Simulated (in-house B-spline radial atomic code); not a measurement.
**Pr²¹⁺: excited configurations**

Wanted: excitation energies of Pr²¹⁺ as differences of total energies (ΔSCF).

Method: Dirac-Hartree-Fock, average of configuration, Fermi nucleus, basis-set limit. Code: in-house B-spline radial atomic code version 1.

**1. What is computed**

* element: praseodymium (Z = 59)
* charge: +21
* electrons: 38
* configuration: [Kr] 4d2
* Hamiltonian: Dirac-Coulomb
* nucleus: Fermi, rms radius 4.892 fm

Outer shells as boxes (Hund's rule):

[Kr] 4d2
```
[Kr] core
4d [↑ ][↑ ][  ][  ][  ]
```

The boxes draw the filling by Hund's rule, which heavy ions in jj coupling don't follow; these runs average over all states of the configuration.

The run's settings:

```ini
Z = 59
electrons = 38.0
configuration = [Kr] 4d2
hamiltonian = dirac
method = hf
spin_polarised = False
nucleus = fermi
rms_radius = 4.8919
mass_number = 141
atomic_mass = 140.907659604
speed_of_light = 137.035999084
```

This reference run was done before. Its total energy is -9054.870627 hartree, and its levels are (the highest eight at most):

| orbital | occupation | energy (eV) | <r> (bohr) |
| --- | --- | --- | --- |
| 3p3/2 | 4 | -1835.79 | 0.2705 |
| 3d3/2 | 4 | -1546.89 | 0.2422 |
| 3d5/2 | 6 | -1525.63 | 0.2459 |
| 4s1/2 | 2 | -829.25 | 0.5819 |
| 4p1/2 | 2 | -757.49 | 0.5895 |
| 4p3/2 | 4 | -731.66 | 0.6087 |
| 4d3/2 | 0.8 | -626.89 | 0.6178 |
| 4d5/2 | 1.2 | -621.83 | 0.6236 |

**2. [Ar] 3d9 4s2 4p6 4d2 8g1**

The run's settings:

```ini
Z = 59
electrons = 38.0
configuration = [Ar] 3d9 4s2 4p6 4d2 8g1
hamiltonian = dirac
method = hf
spin_polarised = False
nucleus = fermi
rms_radius = 4.8919
mass_number = 141
atomic_mass = 140.907659604
speed_of_light = 137.035999084
```

**3. [Ar] 3d9 4s2 4p6 4d2 5s1**

The settings differ from step 2 so:

```diff
@@ -2,3 +2,3 @@
 electrons = 38.0
-configuration = [Ar] 3d9 4s2 4p6 4d2 8g1
+configuration = [Ar] 3d9 4s2 4p6 4d2 5s1
 hamiltonian = dirac
```

**4. [Ar] 3d10 4s2 4p5 4d2 6s1**

The settings differ from step 3 so:

```diff
@@ -2,3 +2,3 @@
 electrons = 38.0
-configuration = [Ar] 3d9 4s2 4p6 4d2 5s1
+configuration = [Ar] 3d10 4s2 4p5 4d2 6s1
 hamiltonian = dirac
```

**5. [Ar] 3d9 4s2 4p6 4d2 5g1**

The settings differ from step 4 so:

```diff
@@ -2,3 +2,3 @@
 electrons = 38.0
-configuration = [Ar] 3d10 4s2 4p5 4d2 6s1
+configuration = [Ar] 3d9 4s2 4p6 4d2 5g1
 hamiltonian = dirac
```

**6. Run with [Ar] 3d9 4s2 4p6 4d3**

The settings differ from step 5 so:

```diff
@@ -2,3 +2,3 @@
 electrons = 38.0
-configuration = [Ar] 3d9 4s2 4p6 4d2 5g1
+configuration = [Ar] 3d9 4s2 4p6 4d3
 hamiltonian = dirac
```

Before running: How far above the reference does each configuration lie (order and size, in eV)?

The runs gave:

| net move | configuration | energy above the reference (eV) | with Breit, QED, recoil (eV) | largest <r> (bohr) |
| --- | --- | --- | --- | --- |
| 4p → 6s | [Ar] 3d10 4s2 4p5 4d2 6s1 | 467.31 | 466.89 | 1.66 |
| 3d → 4d | [Ar] 3d9 4s2 4p6 4d3 | 894.22 | 893.53 | 0.616 |
| 3d → 5s | [Ar] 3d9 4s2 4p6 4d2 5s1 | 1090.21 | 1089.71 | 1.05 |
| 3d → 5g | [Ar] 3d9 4s2 4p6 4d2 5g1 | 1255.66 | 1254.80 | 1.18 |
| 3d → 8g | [Ar] 3d9 4s2 4p6 4d2 8g1 | 1420.63 | 1419.78 | 3.79 |

Quantum defects of the promoted electron, δ = n − ζ/√(−2ε) with ζ = 22 and ε its orbital energy in hartree:

| promotion | δ |
| --- | --- |
| 4p → 6s | 1.081 |
| 3d → 5s | 1.114 |
| 3d → 5g | 0.066 |
| 3d → 8g | 0.099 |

**Reading.** The lowest of them is 4p → 6s at 467.31 eV and the highest 3d → 8g at 1420.63 eV. 4 of them lie more than 2 % above the ionisation threshold that Koopmans' theorem gives (621.83 eV), where such states can decay by emitting an electron. Of those tabulated, the defect is largest for 5s (1.11) and least for 5g (0.07); at this charge much of the defect is relativistic. Two partly filled shells share a symmetry and can mix in the average, which may lower the energy, for: 3d → 4d; 3d → 5s; 3d → 5g; 3d → 8g. These are averages over configurations, without correlation, not spectroscopic levels.
